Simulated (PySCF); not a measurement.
# C2H6Ce (Ce(CH3)2+): the cost of one run

Program: PySCF 2.14.0. Level of theory: several levels, as the steps say, no spin–orbit coupling. These are calculated values, not measurements.

1 further run of the same task is left out (for a known fault of the program).

**1. The starting structure**

9 atoms, charge 1, spin multiplicity 1.

Bond lengths: Ce1–C2 2.360 Å, Ce1–H3 2.965 Å, Ce1–H4 2.955 Å, Ce1–H5 2.952 Å, Ce1–C6 2.360 Å, Ce1–H7 2.965 Å, Ce1–H8 2.955 Å, Ce1–H9 2.952 Å, C2–H3 1.108 Å, C2–H4 1.106 Å, C2–H5 1.109 Å, C6–H7 1.108 Å, C6–H8 1.106 Å, C6–H9 1.109 Å. Angles: C2–Ce1–H3 20.2°, C2–Ce1–H4 20.3°, C2–Ce1–H5 20.5°, C2–Ce1–C6 104.3°, C2–Ce1–H7 116.4°, C2–Ce1–H8 84.2°, C2–Ce1–H9 110.6°, H3–Ce1–H4 35.1°, H3–Ce1–H5 35.0°, H3–Ce1–C6 116.4°, H3–Ce1–H7 132.6°, H3–Ce1–H8 97.9°, H3–Ce1–H9 115.9°, H4–Ce1–H5 35.1°, H4–Ce1–C6 84.2°, H4–Ce1–H7 97.9°, H4–Ce1–H8 64.3°, H4–Ce1–H9 90.6° and more.

As a file:

```xyz
9
C2H6Ce
Ce    0.0000    0.0000   -0.1856
C     1.8579   -0.1422    1.2627
H     2.6507    0.5887    1.0061
H     1.5719    0.0363    2.3163
H     2.3277   -1.1460    1.2223
C    -1.8579    0.1422    1.2627
H    -2.6507   -0.5887    1.0061
H    -1.5719   -0.0363    2.3163
H    -2.3277    1.1460    1.2223
```

Formal oxidation states: Ce +3. Each metal's 1 4f electrons lie in its core potential, so multiplicities, spins and levels count the valence alone. An earlier session relaxed this geometry at PBE0, Ce lcecp-1-SVP with ECP47, C def2-SVP, H def2-SVP (singlet, point group C2).

At PBE0 on the finer grid: E = -111.629656 Eh, HOMO -11.22 eV, LUMO -6.69 eV, Mulliken charge on Ce1 +1.35 e, largest force component 0.012 eV/Å. 

Levels to run: BP86; CAM-B3LYP; PBE0, TZVP. Hardware: 2 threads of Arm Neoverse V1, shared host.

**2. BP86**

run.py (the lines that set the calculation) reads:

```python
mol = gto.M(atom='''
Ce     0.00000     0.00000    -0.18561
C      1.85788    -0.14224     1.26271
H      2.65069     0.58871     1.00609
H      1.57191     0.03627     2.31633
H      2.32770    -1.14595     1.22229
C     -1.85788     0.14224     1.26271
H     -2.65069    -0.58871     1.00609
H     -1.57191    -0.03627     2.31633
H     -2.32770     1.14595     1.22229''',
    basis={'Ce': 'lcecp-1-SVP', 'C': 'def2-SVP', 'H': 'def2-SVP'},
    ecp={'Ce': 'lcecp-1-SVP'},
    charge=1, spin=0)
mf = dft.RKS(mol, xc='B88,P86')
mf.grids.atom_grid = (75, 302)  # f atoms: unpruned, at least (60, 302)
mf = mf.density_fit()  # fitting sets: Ce AutoAux, C def2-universal-JKFIT, H def2-universal-JKFIT
mf.conv_tol = 1e-08; mf.max_cycle = 55
mf.kernel(dm0)  # dm0: the density of the relaxed state
```

The run is started by

```
OMP_NUM_THREADS=2 python run.py
```

**Question.** How long does this run take on 2 threads of Arm Neoverse V1, shared host?

About 5.4 s.
